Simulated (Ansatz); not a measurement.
# ZnGaN: the cost of one run

Program: Ansatz 0.2.0. Level of theory: DFT PBE, scalar-relativistic, plane waves, PAW. These are calculated values, not measurements.

**1. Starting point**

Symmetry: P-6m2, No. 187, hexagonal system. Conventional cell: a = 3.680 Å, b = 3.680 Å, c = 4.420 Å, α = 90.00°, β = 90.00°, γ = 120.00°. Zn (site symmetry -6m2) has 3 Ga at 2.12 Å and 6 N at 3.07 Å as nearest neighbours. Ga (site symmetry -6m2) is surrounded by 3 Zn at 2.12 Å and 6 N at 3.07 Å. N (site symmetry -6m2) is surrounded by 6 Zn at 3.07 Å and 6 Ga at 3.07 Å.

Structure file:

```
Zn Ga N
1.0
     3.68036    0.00000    0.00000
    -1.84018    3.18729    0.00000
     0.00000    0.00000    4.42035
Zn Ga N
1 1 1
Direct
  0.66667 0.33333 0.50000
  0.33333 0.66667 0.50000
  0.00000 0.00000 0.00000
```

Recipe of the guess: species swapped into a database cell of BaAlGe (P-6m2, No. 187), with N on the Ba sites, Zn on the Al sites and Ga on the Ge sites. Lengths come from tabulated atomic sizes and are only a guess.

**2. Probe: one point on a coarse mesh**

Contents of input.yaml:

```yaml
crystal:
  lattice:
    - [3.68036436, 0.0, 0.0]
    - [-1.84018218, 3.18728903, 0.0]
    - [0.0, 0.0, 4.42034991]
  atoms:
    - { symbol: Zn, position: [0.66666667, 0.33333333, 0.5] }
    - { symbol: Ga, position: [0.33333333, 0.66666667, 0.5] }
    - { symbol: "N", position: [0.0, 0.0, 0.0] }
basis:
  ecutwfc: 420
kpoints:
  mp_grid: { grid: [6, 6, 4] }
hamiltonian:
  xc: pbe
scf:
  occupations: { method: gaussian, width: 0.1 }
  lower_state_search: "off"
output:
  forces: true
  stress: true
  eigenvalues: true
```

Run with:

```
> ansatz run input.yaml --threads 1 --pin off --max-ram 2048MiB --backend cpu --events-out ev --progress --plain --runs-dir out
```

**Question.** How long does this run take on 1 thread of AMD EPYC 7R13 (Zen 3), shared host, and how much memory does it need?

About 1.9 s, with a peak of 0.39 GiB.
